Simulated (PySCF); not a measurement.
# CoI4 ([CoI4]-): the cost of one run

Computed with PySCF 2.14.0 and routines of our own; the level stands in each step. Atoms count from 0.

## (1) The starting structure

5 atoms, charge -1, states of the metal's open shell are computed; geometry from: model geometry, bond lengths from ionic radii.

## (2) Ligand-field states: state-averaged CASSCF in water

The job: settings as JSON, then the geometry in Å.

```
{"job": {"kind": "lf", "basis": {"metal": "x2c-TZVPall", "ligand": "x2c-SVPall"}, "nevpt": true, "solvent": "water"}, "charge": -1, "metal": "Co", "open_shell": "d6"}
Co     0.000000     0.000000     0.000000
I      1.472243     1.472243     1.472244
I     -1.472243    -1.472243     1.472244
I     -1.472243     1.472243    -1.472244
I      1.472243    -1.472243    -1.472244
```

With the program's defaults for keys left out, this is: state-averaged CASSCF of the metal d shell, SC-NEVPT2 on the averaged canonical orbitals, state-interaction spin-orbit coupling.

Started as:

```
$ OMP_NUM_THREADS=1 python lf_run.py task.json out
```

The driver reads the jobs from task.json and runs them one after another.

**Question.** How long does this first job take on 1 thread of Arm Neoverse V1, shared host, and how much memory does it need?

About 63 s, with a peak of 0.64 GiB.
